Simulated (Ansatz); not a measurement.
**MoW5: further runs on a relaxed guess**

The task, for MoW5: get its elastic tensor and see how the gap depends on the level of theory.

Program: Ansatz 0.2.0. Level of theory: DFT PBE, scalar-relativistic, plane waves, PAW, unless a step names another level. These are calculated values, not measurements.

2 further runs of the same task are left out: 1 that didn't finish, 1 set aside as unsound or not needed. Runs told in other sessions of the task aren't counted.

### 1 Starting point

Symmetry: P4/mmm, No. 123, tetragonal system. The conventional cell has a = 3.180 Å, b = 3.180 Å, c = 9.542 Å, α = 90.00°, β = 90.00°, γ = 90.00°. Mo (site symmetry 4/mmm) has 8 W at 2.75 Å in its first shell of neighbours. W (site symmetry 4mm) has 4 Mo at 2.75 Å and 4 W at 2.76 Å in its first shell of neighbours. W (site symmetry 4mm) is surrounded by 8 W at 2.76 Å. W (site symmetry 4/mmm) has 8 W at 2.76 Å in its first shell of neighbours.

Structure file:

```
Mo W
1.0
     3.17984    0.00000    0.00000
     0.00000    3.17984    0.00000
     0.00000    0.00000    9.54179
Mo W
1 5
Direct
  0.50000 0.50000 0.50000
  0.00000 0.00000 0.66593
  0.50000 0.50000 0.83286
  0.00000 0.00000 0.00000
  0.50000 0.50000 0.16714
  0.00000 0.00000 0.33407
```

It is the end of an earlier relaxation with the same method, from a generated guess; it is a trial structure. At a tolerance of 0.05 Å it has space group P4/mmm (No. 123); it has 16.08 Å³/atom, an uncorrected energy of -0.00 eV/atom over the elements and, on its mesh, gap none (metal).

### 2 Strained cells: the elastic tensor

Contents of input.yaml:

```yaml
crystal:
  lattice:
    - [3.1797976972, 0.0, 0.0]
    - [0.0, 3.1797976972, 0.0]
    - [0.0, 0.0, 9.5415295201]
  atoms:
    - { symbol: Mo, position: [0.5, 0.5, 0.5] }
    - { symbol: W, position: [0.0, 0.0, 0.6660558119] }
    - { symbol: W, position: [0.5, 0.5, 0.8328219852] }
    - { symbol: W, position: [0.0, 0.0, 0.0] }
    - { symbol: W, position: [0.5, 0.5, 0.1671780148] }
    - { symbol: W, position: [0.0, 0.0, 0.3339441881] }
basis:
  ecutwfc: 420
kpoints:
  mp_grid: { grid: [12, 12, 4] }
hamiltonian:
  xc: pbe
scf:
  occupations: { method: fermi_dirac, width: 0.15 }
output:
  forces: true
  stress: true
  eigenvalues: true
elastic:
  mode: relaxed_ion
  amplitude: 0.005
  stencil: two_point
```

Launch:

```sh
ansatz run input.yaml --threads 4 --pin off --max-ram 8192MiB --backend cpu --events-out ev --progress --plain --runs-dir out
```

Log:

```text
Warning: RAYON_NUM_THREADS=4 ignored (pool sized by the plan → 4); use --threads N
band count auto-derived: 55 (N_el = 84.0; filled up to band 42; 51 by the electrons, moments and atoms)
Engine: ansatz 0.2.0, x86_64-unknown-linux-gnu
Pseudopotentials: kind: paw
Pseudopotential: Mo, paw, valence charge 14, recommended cutoff 420 eV (normal), Mo.paw.azcp
Pseudopotential: W, paw, valence charge 14, recommended cutoff 420 eV (normal), W.paw.azcp
Functional definition: PBE
  parameter kappa = 0.804
  parameter beta = 0.06672455060314922
  exchange = pbe_x(kappa = kappa, mu = beta*pi^2/3)
  correlation = pbe_c(beta = beta)
Crystal: 6 atoms, lattice volume = 96.475 Å³
Basis set: ecut = 420 eV, 1895 PW (Γ), exchange–correlation on 48×48×144 points (8 copies of the dense FFT grid, shifted against one another)
Bands: 55, of which v1, the nominal top of the filled ones, is band 42 counted from 1 (41 counted from 0)
Symmetry: 16 space group operations
Space group: P4/mmm (ITA 123), of the structure as read, at distance tolerance 4.6e-5 Å
k-points: 84 of 576
Non-local potential: Mo, projectors of the file, l = 0: 3, l = 1: 2, l = 2: 2, l = 3: 1
Non-local potential: W, projectors of the file, l = 0: 3, l = 1: 2, l = 2: 2, l = 3: 1
PAW form: soft (Blöchl's): semilocal exchange-correlation on the pseudo side does not see the compensation charge
PAW one-centre angular grid: Mo, 590 points (default); XC on 64 Gauss nodes
PAW one-centre angular grid: W, 590 points (default); XC on 64 Gauss nodes
Initial density: superposition of atomic densities (neutral atoms: chi_scale 0, normalization atom), corrected by the library's trained network
Initial wavefunctions: pseudopotential atomic-orbital guess
Functional: x = pbe(κ = 0.804, μ = 0.2195149727645171), c = pbe(β = 0.06672455060314922)
SCF iter   1: F=—  HF=-56880.261746 eV  |F-HF|=—  |Δ(HF+E_count)|=         —  Δρ=2.57e-3  dr2=1.95e-2  ethr=1.77e-3  ⟨swp⟩=5.1  Hψ=17282  notcnv=0
preconditioner: auto → Kerker (q_TF=auto, 2.666 Å⁻¹)  [metal: Δε(μ)=0.009 eV  Ē_g=5.506 eV  σ=0.150 eV  W_gap=0.01  n_scr=28 (ndim 8)  ℏωp=22.7 eV  f_vac=0.000  D(μ)=2.94/eV (n_scr^D=18)]
SCF iter   2: F=—  HF=-56880.260832 eV  |F-HF|=—  |Δ(HF+E_count)|=   9.14e-4  Δρ=1.50e-3  dr2=7.82e-3  ethr=2.32e-5  ⟨swp⟩=1.0  Hψ=5382  notcnv=0
SCF iter   3: F=—  HF=-56880.260465 eV  |F-HF|=—  |Δ(HF+E_count)|=   3.66e-4  Δρ=1.78e-4  dr2=9.03e-5  ethr=9.31e-6  ⟨swp⟩=1.3  Hψ=4649  notcnv=0
SCF iter   4: F=—  HF=-56880.260446 eV  |F-HF|=—  |Δ(HF+E_count)|=   1.88e-5  Δρ=3.84e-5  dr2=1.09e-5  ethr=1.08e-7  ⟨swp⟩=2.2  Hψ=6077  notcnv=0
SCF iter   5: F=—  HF=-56880.260448 eV  |F-HF|=—  |Δ(HF+E_count)|=   1.37e-6  Δρ=1.27e-5  dr2=3.84e-7  ethr=1.30e-8  ⟨swp⟩=1.3  Hψ=4670  notcnv=0
SCF iter   6: F=—  HF=-56880.260448 eV  |F-HF|=—  |Δ(HF+E_count)|=   3.57e-7  Δρ=2.93e-6  dr2=1.96e-8  ethr=4.57e-10  ⟨swp⟩=2.0  Hψ=6095  notcnv=0
SCF iter   7: F=—  HF=-56880.260448 eV  |F-HF|=—  |Δ(HF+E_count)|=   1.30e-9  Δρ=3.70e-7  dr2=1.31e-10  ethr=2.34e-11  ⟨swp⟩=2.3  Hψ=6539  notcnv=0
SCF iter   8: F=—  HF=-56880.260448 eV  |F-HF|=—  |Δ(HF+E_count)|=    0.00e0  Δρ=7.64e-8  dr2=9.48e-12  ethr=1.56e-13 (applied; sched 1.00e-12)  ⟨swp⟩=2.1  Hψ=6970  notcnv=0
SCF iter   9: F=—  HF=-56880.260448 eV  |F-HF|=—  |Δ(HF+E_count)|=  1.46e-11  Δρ=1.52e-8  dr2=5.09e-13  ethr=1.13e-14 (applied; sched 1.00e-12)  ⟨swp⟩=1.9  Hψ=5373  notcnv=0
SCF iter  10: F=-56880.260448 eV  HF=-56880.260448 eV  |F-HF|=7.28e-12  |Δ(HF+E_count)|=    0.00e0  Δρ=2.69e-9  dr2=7.50e-15  ethr=1.00e-12  ⟨swp⟩=4.3  Hψ=13826  notcnv=0
SCF 1 converged in 10 iterations: F = -56880.260448 eV  dr2 = 7.50e-15
relax step   1: F+E_penalty+E_count = -56880.26044808 eV  Δ(F+E_penalty+E_count) = +0.000e0 eV  max|allowed force component| = 7.202e-5 eV/Å  Δτ_max = 0.0000 Å  (10 SCF iters, accepted)
[... from here on, the SCF cycles and remarks between the steps are left out ...]
relax step   2: F+E_penalty+E_count = -56880.26044807 eV  Δ(F+E_penalty+E_count) = +8.135e-9 eV  max|allowed force component| = 3.033e-4 eV/Å  Δτ_max = 0.0000 Å  (8 SCF iters, rejected (line search))
relax step   3: F+E_penalty+E_count = -56880.26044808 eV  Δ(F+E_penalty+E_count) = -4.802e-10 eV  max|allowed force component| = 4.751e-7 eV/Å  Δτ_max = 0.0000 Å  (10 SCF iters, accepted)
relax step   1: F+E_penalty+E_count = -56880.25659948 eV  Δ(F+E_penalty+E_count) = +0.000e0 eV  max|allowed force component| = 5.716e-3 eV/Å  Δτ_max = 0.0000 Å  (10 SCF iters, accepted)
relax step   2: F+E_penalty+E_count = -56880.25660147 eV  Δ(F+E_penalty+E_count) = -1.987e-6 eV  max|allowed force component| = 1.081e-3 eV/Å  Δτ_max = 0.0003 Å  (7 SCF iters, accepted)
relax step   3: F+E_penalty+E_count = -56880.25660154 eV  Δ(F+E_penalty+E_count) = -6.799e-8 eV  max|allowed force component| = 3.891e-4 eV/Å  Δτ_max = 0.0000 Å  (10 SCF iters, accepted)
relax step   4: F+E_penalty+E_count = -56880.25660155 eV  Δ(F+E_penalty+E_count) = -7.189e-9 eV  max|allowed force component| = 1.084e-4 eV/Å  Δτ_max = 0.0000 Å  (10 SCF iters, accepted)
relax step   5: F+E_penalty+E_count = -56880.25660155 eV  Δ(F+E_penalty+E_count) = -1.099e-9 eV  max|allowed force component| = 9.463e-8 eV/Å  Δτ_max = 0.0000 Å  (10 SCF iters, accepted)
relax step   1: F+E_penalty+E_count = -56880.25669657 eV  Δ(F+E_penalty+E_count) = +0.000e0 eV  max|allowed force component| = 5.664e-3 eV/Å  Δτ_max = 0.0000 Å  (10 SCF iters, accepted)
relax step   2: F+E_penalty+E_count = -56880.25669860 eV  Δ(F+E_penalty+E_count) = -2.031e-6 eV  max|allowed force component| = 9.273e-5 eV/Å  Δτ_max = 0.0003 Å  (7 SCF iters, accepted)
relax step   3: F+E_penalty+E_count = -56880.25669860 eV  Δ(F+E_penalty+E_count) = -4.584e-10 eV  max|allowed force component| = 1.390e-6 eV/Å  Δτ_max = 0.0000 Å  (10 SCF iters, accepted)
relax step   1: F+E_penalty+E_count = -56880.25658590 eV  Δ(F+E_penalty+E_count) = +0.000e0 eV  max|allowed force component| = 7.107e-3 eV/Å  Δτ_max = 0.0000 Å  (10 SCF iters, accepted)
relax step   2: F+E_penalty+E_count = -56880.25658807 eV  Δ(F+E_penalty+E_count) = -2.164e-6 eV  max|allowed force component| = 2.147e-3 eV/Å  Δτ_max = 0.0002 Å  (7 SCF iters, accepted)
relax step   3: F+E_penalty+E_count = -56880.25658838 eV  Δ(F+E_penalty+E_count) = -3.070e-7 eV  max|allowed force component| = 4.675e-5 eV/Å  Δτ_max = 0.0001 Å  (10 SCF iters, accepted)
relax step   1: F+E_penalty+E_count = -56880.25670688 eV  Δ(F+E_penalty+E_count) = +0.000e0 eV  max|allowed force component| = 7.183e-3 eV/Å  Δτ_max = 0.0000 Å  (10 SCF iters, accepted)
relax step   2: F+E_penalty+E_count = -56880.25670958 eV  Δ(F+E_penalty+E_count) = -2.697e-6 eV  max|allowed force component| = 4.412e-4 eV/Å  Δτ_max = 0.0003 Å  (7 SCF iters, accepted)
relax step   3: F+E_penalty+E_count = -56880.25670959 eV  Δ(F+E_penalty+E_count) = -9.655e-9 eV  max|allowed force component| = 8.419e-6 eV/Å  Δτ_max = 0.0000 Å  (10 SCF iters, accepted)
relax step   1: F+E_penalty+E_count = -56880.25943658 eV  Δ(F+E_penalty+E_count) = +0.000e0 eV  max|allowed force component| = 2.740e-3 eV/Å  Δτ_max = 0.0000 Å  (8 SCF iters, accepted)
relax step   2: F+E_penalty+E_count = -56880.25943802 eV  Δ(F+E_penalty+E_count) = -1.445e-6 eV  max|allowed force component| = 1.728e-3 eV/Å  Δτ_max = 0.0002 Å  (10 SCF iters, accepted)
relax step   3: F+E_penalty+E_count = -56880.25943884 eV  Δ(F+E_penalty+E_count) = -8.196e-7 eV  max|allowed force component| = 1.213e-4 eV/Å  Δτ_max = 0.0003 Å  (10 SCF iters, accepted)
relax step   4: F+E_penalty+E_count = -56880.25943884 eV  Δ(F+E_penalty+E_count) = -1.412e-9 eV  max|allowed force component| = 6.105e-5 eV/Å  Δτ_max = 0.0000 Å  (9 SCF iters, accepted)
relax step   5: F+E_penalty+E_count = -56880.25943884 eV  Δ(F+E_penalty+E_count) = -5.020e-10 eV  max|allowed force component| = 1.154e-6 eV/Å  Δτ_max = 0.0000 Å  (9 SCF iters, accepted)
relax step   1: F+E_penalty+E_count = -56880.25943658 eV  Δ(F+E_penalty+E_count) = +0.000e0 eV  max|allowed force component| = 2.740e-3 eV/Å  Δτ_max = 0.0000 Å  (8 SCF iters, accepted)
relax step   2: F+E_penalty+E_count = -56880.25943884 eV  Δ(F+E_penalty+E_count) = -2.265e-6 eV  max|allowed force component| = 1.026e-4 eV/Å  Δτ_max = 0.0005 Å  (11 SCF iters, accepted)
relax step   3: F+E_penalty+E_count = -56880.25943884 eV  Δ(F+E_penalty+E_count) = +2.226e-9 eV  max|allowed force component| = 1.782e-4 eV/Å  Δτ_max = 0.0000 Å  (10 SCF iters, rejected (line search))
relax step   4: F+E_penalty+E_count = -56880.25943884 eV  Δ(F+E_penalty+E_count) = -1.259e-9 eV  max|allowed force component| = 1.377e-6 eV/Å  Δτ_max = 0.0000 Å  (10 SCF iters, accepted)
relax step   1: F+E_penalty+E_count = -56880.25944064 eV  Δ(F+E_penalty+E_count) = +0.000e0 eV  max|allowed force component| = 6.362e-5 eV/Å  Δτ_max = 0.0000 Å  (8 SCF iters, accepted)
relax step   2: F+E_penalty+E_count = -56880.25944064 eV  Δ(F+E_penalty+E_count) = -1.746e-10 eV  max|allowed force component| = 1.527e-5 eV/Å  Δτ_max = 0.0000 Å  (9 SCF iters, accepted)
relax step   1: F+E_penalty+E_count = -56880.25944064 eV  Δ(F+E_penalty+E_count) = +0.000e0 eV  max|allowed force component| = 6.362e-5 eV/Å  Δτ_max = 0.0000 Å  (8 SCF iters, accepted)
relax step   2: F+E_penalty+E_count = -56880.25944064 eV  Δ(F+E_penalty+E_count) = +2.394e-9 eV  max|allowed force component| = 1.970e-4 eV/Å  Δτ_max = 0.0000 Å  (10 SCF iters, rejected (line search))
relax step   3: F+E_penalty+E_count = -56880.25944064 eV  Δ(F+E_penalty+E_count) = -2.619e-10 eV  max|allowed force component| = 1.087e-6 eV/Å  Δτ_max = 0.0000 Å  (10 SCF iters, accepted)
iter 1 solved again at ethr=1.00e-12 eV; its pass at ethr=3.10e-3 eV (dr2=3.17e-11 eV) is discarded
SCF iter   1: F=—  HF=-56880.259449 eV  |F-HF|=—  |Δ(HF+E_count)|=         —  Δρ=3.16e-7  dr2=3.30e-11  ethr=1.00e-12  ⟨swp⟩=2.4  Hψ=28064  notcnv=0
SCF iter   2: F=—  HF=-56880.259441 eV  |F-HF|=—  |Δ(HF+E_count)|=   8.01e-6  Δρ=1.33e-7  dr2=4.89e-12  ethr=3.93e-14 (applied; sched 1.00e-12)  ⟨swp⟩=3.1  Hψ=17526  notcnv=0
SCF iter   3: F=—  HF=-56880.259441 eV  |F-HF|=—  |Δ(HF+E_count)|=  7.28e-12  Δρ=9.24e-8  dr2=2.42e-12  ethr=5.82e-15 (applied; sched 1.00e-12)  ⟨swp⟩=1.0  Hψ=7095  notcnv=0
SCF iter   4: F=—  HF=-56880.259441 eV  |F-HF|=—  |Δ(HF+E_count)|=  2.18e-11  Δρ=4.70e-8  dr2=7.31e-13  ethr=2.88e-15 (applied; sched 1.00e-12)  ⟨swp⟩=1.0  Hψ=7095  notcnv=0
SCF iter   5: F=—  HF=-56880.259441 eV  |F-HF|=—  |Δ(HF+E_count)|=  3.64e-11  Δρ=4.00e-8  dr2=5.32e-13  ethr=8.70e-16 (applied; sched 1.00e-12)  ⟨swp⟩=1.0  Hψ=7097  notcnv=0
SCF iter   6: F=—  HF=-56880.259441 eV  |F-HF|=—  |Δ(HF+E_count)|=  2.18e-11  Δρ=3.10e-8  dr2=3.17e-13  ethr=6.33e-16 (applied; sched 1.00e-12)  ⟨swp⟩=1.0  Hψ=7095  notcnv=0
SCF iter   7: F=—  HF=-56880.259441 eV  |F-HF|=—  |Δ(HF+E_count)|=  7.28e-12  Δρ=2.17e-8  dr2=1.53e-13  ethr=3.78e-16 (applied; sched 1.00e-12)  ⟨swp⟩=1.0  Hψ=7095  notcnv=0
iter 8 did not close the SCF: its close was put off for the readings that it lacked (scf_convergence_deferred on its scf_iter line)
SCF iter   8: F=-56880.259441 eV  HF=-56880.259441 eV  |F-HF|=7.28e-12  |Δ(HF+E_count)|=    0.00e0  Δρ=1.53e-8  dr2=7.54e-14  ethr=1.82e-16 (applied; sched 1.00e-12)  ⟨swp⟩=1.0  Hψ=7095  notcnv=0
iter 9 did not close the SCF: its close was put off for the readings that it lacked (scf_convergence_deferred on its scf_iter line)
SCF iter   9: F=-56880.259441 eV  HF=-56880.259441 eV  |F-HF|=7.28e-12  |Δ(HF+E_count)|=    0.00e0  Δρ=1.11e-8  dr2=3.91e-14  ethr=1.19e-16 (applied; sched 1.00e-12)  ⟨swp⟩=1.0  Hψ=7095  notcnv=0
iter 10 did not close the SCF: its close was put off for the readings that it lacked (scf_convergence_deferred on its scf_iter line)
SCF iter  10: F=-56880.259441 eV  HF=-56880.259441 eV  |F-HF|=1.46e-11  |Δ(HF+E_count)|=  7.28e-12  Δρ=4.81e-10  dr2=1.16e-16  ethr=1.19e-16 (applied; sched 1.00e-12)  ⟨swp⟩=2.0  Hψ=11379  notcnv=0
iter 11 did not close the SCF: its close was put off for the readings that it lacked (scf_convergence_deferred on its scf_iter line)
SCF iter  11: F=-56880.259441 eV  HF=-56880.259441 eV  |F-HF|=2.18e-11  |Δ(HF+E_count)|=    0.00e0  Δρ=2.14e-10  dr2=3.34e-17  ethr=1.19e-16 (applied; sched 1.00e-12)  ⟨swp⟩=1.0  Hψ=7095  notcnv=0
SCF iter  12: F=-56880.259441 eV  HF=-56880.259441 eV  |F-HF|=0.00e0  |Δ(HF+E_count)|=  7.28e-12  Δρ=2.09e-11  dr2=1.91e-18  ethr=1.00e-12  ⟨swp⟩=1.0  Hψ=14706  notcnv=0
SCF 40 converged in 12 iterations: F = -56880.259441 eV  dr2 = 1.91e-18
SCF converged after 13 iterations
Free energy (F): -56880.260448 eV
Harris-Foulkes:  -56880.260448 eV  (|F-HF|=1.46e-11)
Internal energy: -56880.036768 eV  (E = F + TS)
E sigma→0 (E₀):  -56880.148608 eV
Entropy (-TS):   -0.223681 eV (-37.280 meV/atom)
Fermi energy:    21.947324 eV
--- Per-component energies (eV) ---
  E_band       = -495.285182
  E_kinetic    = 2687.810672
  E_local      = -3846.510507  (includes V_loc(G=0)·N_el)
  E_nonlocal   = 144.040235
  E_hartree    = 1354.734455
  E_xc         = -1517.536477
  E_vxc        = -1422.115181  (∫ρ·V_xc dr)
  E_paw        = -46013.056738  (= ΣΔE_a)
  E_vpaw       = -767.979038  (= ΣTr[D̂ρ^β])
  E_aug_tail   = -0.000272  (compensation charges beyond the density's cutoff)
  E_ewald      = -9689.518135
  E_smearing   = -0.223681  (= −TS)
  E_closure    = 0.000000  (closes the sum)
  Σ components = -56880.260448   (vs F -56880.260448, Δ=0.00e0)
--- Forces (eV/Å), atoms counted from 1 ---
  atom   1  Mo     0.00000000     0.00000000     0.00000000
  atom   2  W      0.00000000     0.00000000    -0.00000047
  atom   3  W      0.00000000     0.00000000     0.00000041
  atom   4  W      0.00000000    -0.00000000     0.00000000
  atom   5  W      0.00000000     0.00000000    -0.00000041
  atom   6  W      0.00000000     0.00000000     0.00000047
  max |Σ_I F_I| component: 5.29e-23 eV/Å
--- Stress (GPa, compression-positive) ---
       -0.002113       0.000000       0.000000
        0.000000      -0.002113       0.000000
        0.000000       0.000000       0.000792
  P = ⅓ Tr σ = -0.0011 GPa (-0.011 kbar)
--- Band table (eV; the first three rows and the last of 84) ---
  k-point 0: bands = ["-52.1576", "-52.1335", "-52.0830", "-52.0009", "-51.9548", "-39.0729", "-16.6304", "-16.6139", "-16.5950", "-16.5950", "-16.4450", "-16.4450", "-16.4173", "-16.2631", "-16.2631", "-16.1837", "-16.0094", "-16.0094", "-15.8947", "-15.8488", "-15.8488", "-13.1688", "-13.0259", "-13.0259", "12.7030", "14.8448", "15.4080", "16.3123", "16.3127", "17.5960", "17.6171", "17.7038", "17.7090", "20.6903", "20.6903", "20.7189", "20.7730", "20.7730", "20.8186", "20.8186", "21.1956", "21.2655", "21.8182", "21.9471", "22.7296", "22.7296", "22.9181", "22.9181", "24.0205", "24.0634", "24.6442", "24.9384", "24.9729", "25.2175", "25.9870"]
[... 3 lines left out ...]
--- Elastic constants: 4 strain directions × 2 members + reference (group order 16) ---
  dense FFT box of the reference and of every strained cell: 24×24×72
  strains applied: 11, 33, 23, 12; error gains: componentwise 1.00 (the most a stress slope's error grows in a printed constant), spectral 1.41 (1 for all six strains in a standard setting)
  reference relaxed by the batch: 3 steps; max|allowed force component| 7.20e-5 eV/Å at the deck's positions, 4.75e-7 at the last accepted step, 4.73e-7 by the solve of record
  largest displacement 4.1e-6 Å; the constants are those of the deck's cell at these positions:
  atoms:
    - { symbol: Mo, position: [0.5, 0.5, 0.5] }
    - { symbol: W, position: [6.016859201376881e-42, -1.128161100258165e-42, 0.666056179116623] }
    - { symbol: W, position: [0.5, 0.5, 0.8328224144555487] }
    - { symbol: W, position: [-1.2033718402753758e-42, 6.76896660154899e-43, 7.397773993065063e-24] }
    - { symbol: W, position: [0.5, 0.5, 0.16717758554445122] }
    - { symbol: W, position: [6.016859201376881e-42, -2.0306899804646973e-42, 0.33394382088337704] }
  C = ∂σ_k/∂η_j (tension-positive GPa; Voigt order 11 22 33 23 13 12):
       504.091    189.920    189.899      0.000      0.000     -0.000
       189.920    504.091    189.899      0.000      0.000     -0.000
       189.901    189.901    504.347      0.000      0.000     -0.000
         0.000      0.000      0.000    133.153      0.000      0.000
         0.000      0.000      0.000      0.000    133.153      0.000
        -0.000     -0.000      0.000      0.000      0.000    133.261
  reference stress σ⁰ (GPa):      0.002      0.002     -0.001     -0.000     -0.000     -0.000
  C* (energy form; C + prestress term) asymmetry max|C*_kj − C*_jk| = 8.882e-4 GPa — a small one proves nothing (zero by symmetry where the batch's group is 432, −43m or m−3m); a large one is finite-difference/SCF noise where every solve meets its electron count
  moduli (Voigt/Reuss/Hill, GPa): K = 294.66/294.66/294.66   G = 142.77/141.83/142.30   E = 367.71   ν = 0.292
  mechanically stable: yes (min eigenvalue of sym C = 133.15 GPa)
  the stresses are not corrected for the forces that the relaxations left standing (`elastic.f_tol`)
  strain η (Voigt 11):  stress-route row diagonal C_11 = 504.09 GPa, energy-path curvature d²(F+E_count+ΔE)/dδ²/Ω₀ = 504.07 GPa
         δ    σ_11 (GPa)             F (eV)   n_scf  n_hpsi   n_pw
    -5.000e-3      -2.5628      -56880.2566015      12  148250   1902   relax 5 steps, max|allowed force component| 9.46e-8 eV/Å
     5.000e-3       2.4781      -56880.2566986      12  148705   1920   relax 3 steps, max|allowed force component| 1.39e-6 eV/Å
  strain η (Voigt 33):  stress-route row diagonal C_33 = 504.35 GPa, energy-path curvature d²(F+E_count+ΔE)/dδ²/Ω₀ = 504.33 GPa
         δ    σ_33 (GPa)             F (eV)   n_scf  n_hpsi   n_pw
    -5.000e-3      -2.5671      -56880.2565884      12   84870   1896   relax 3 steps, max|allowed force component| 4.67e-5 eV/Å
     5.000e-3       2.4763      -56880.2567096      12   84798   1928   relax 3 steps, max|allowed force component| 8.42e-6 eV/Å
  strain η (Voigt 23):  stress-route row diagonal C_44 = 133.15 GPa, energy-path curvature d²(F+E_count+ΔE)/dδ²/Ω₀ = 133.13 GPa
         δ    σ_23 (GPa)             F (eV)   n_scf  n_hpsi   n_pw
    -5.000e-3      -0.6658      -56880.2594388      12  183876   1912   relax 5 steps, max|allowed force component| 1.15e-6 eV/Å
     5.000e-3       0.6658      -56880.2594388      12  183723   1912   relax 4 steps, max|allowed force component| 1.38e-6 eV/Å
  strain η (Voigt 12):  stress-route row diagonal C_66 = 133.26 GPa, energy-path curvature d²(F+E_count+ΔE)/dδ²/Ω₀ = 133.24 GPa
         δ    σ_12 (GPa)             F (eV)   n_scf  n_hpsi   n_pw
    -5.000e-3      -0.6663      -56880.2594406      12  130280   1912   relax 2 steps, max|allowed force component| 1.53e-5 eV/Å
     5.000e-3       0.6663      -56880.2594406      12  130299   1912   relax 3 steps, max|allowed force component| 1.09e-6 eV/Å
```

Wall time 3.2 min (4 threads of Intel Xeon 6975P-C (Granite Rapids), shared host); peak memory 1.1 GiB.

Derived from the tensor and the density, 17.473 g/cm³, with v_l = √((B+4G/3)/ρ), v_t = √(G/ρ), v_m = [(2/v_t³+1/v_l³)/3]^(−1/3) and Θ = (ħ/k_B)·v_m·(6π²n/V)^(1/3):

| quantity | value |
| --- | --- |
| bulk modulus B | 294.7 GPa |
| shear modulus G | 142.3 GPa |
| B/G | 2.07 |
| universal anisotropy index | 0.03 |
| sound speeds v_l, v_t | 5265, 2854 m/s |
| Debye temperature Θ | 376 K |

Young's modulus by Cartesian direction:

| direction | E (GPa) |
| --- | --- |
| (1, 0, 0) | 400 |
| (0, 1, 0) | 400 |
| (0, 0, 1) | 400 |
| (1, 1, 0) | 359 |
| (1, 0, 1) | 359 |
| (0, 1, 1) | 359 |
| (1, 1, 1) | 347 |

(Part 1 of 2 ends here.)
